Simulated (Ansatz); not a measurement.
**SiTe2H2: functionals against CCSD(T) at one geometry**

An exercise on one series of results from a longer session: the logs are not shown, and one member is left open.

The runs use Ansatz 0.2.0, Gaussian basis; single points in def2-TZVPP.

Cores are frozen in the correlated methods. Filled d shells of the heavier atoms are correlated. Core potentials replace the inner electrons past krypton, and spin-orbit coupling is left out.

## The system as given

5 atoms, charge 0, spin multiplicity 1.

Atoms are counted from 1 here; the program's logs count them from 0.

Bond lengths: Si1–Te2 2.721 Å, Si1–Te3 2.502 Å, Si1–H4 1.497 Å, Si1–H5 1.620 Å, Te2–Te3 2.916 Å. Angles: Te2–Si1–Te3 67.7°, Te2–Si1–H4 118.5°, Te2–Si1–H5 114.5°, Te3–Si1–H4 123.5°, Te3–Si1–H5 121.5°, H4–Si1–H5 106.5°, Si1–Te2–Te3 52.6°, Si1–Te3–Te2 59.7°.

Coordinates:

```
Si   -0.40940    0.25200   -0.33920
Te    1.27630    0.30030    1.79650
Te    0.97630   -1.82470   -0.17700
H    -0.23240    1.28090   -1.41260
H    -1.98270    0.25260    0.04540
```

The first run:

run/in.yaml

```yaml
crystal:
  periodic: [false, false, false]
  atoms:
    - {symbol: Si, position_ang: [-0.409400, 0.252000, -0.339200]}
    - {symbol: Te, position_ang: [1.276300, 0.300300, 1.796500]}
    - {symbol: Te, position_ang: [0.976300, -1.824700, -0.177000]}
    - {symbol: H, position_ang: [-0.232400, 1.280900, -1.412600]}
    - {symbol: H, position_ang: [-1.982700, 0.252600, 0.045400]}
basis:
  gaussian: {orbitals: def2-TZVPP}
correlation: {method: ccsd_t}
output: {forces: true}
```

The command line of these runs was not kept.

Among the steps run: CCSD(T)/def2-TZVPP; PBE0-D4/def2-TZVPP; wB97M-V/def2-TZVPP; r2SCAN-D4/def2-TZVPP; PBE-D4/def2-TZVPP; revPBE-D4/def2-TZVPP; BHLYP-D4/def2-TZVPP.

One of the session's tables, all rows but one given; the rest of the session is left out.

```
   method  RMS force component (eV/Å)  angle to CCSD(T) forces (°)  dipole (D)
  CCSD(T)                       0.880                    reference        1.15
  PBE0-D4                       0.925                          7.2        1.19
  wB97M-V                       1.000                          8.3        1.31
r2SCAN-D4                           ?                            ?           ?
   PBE-D4                       0.787                          6.8        1.01
revPBE-D4                       0.758                          7.5        0.99
 BHLYP-D4                       0.963                          4.9        1.37
```

Estimate the missing values for r2SCAN-D4.

**Answer.** RMS force component (eV/Å): 0.883; angle to CCSD(T) forces (°): 4.3; dipole (D): 1.16. In the column «RMS force component (eV/Å)» it lies between CCSD(T) (0.880) and PBE0-D4 (0.925).
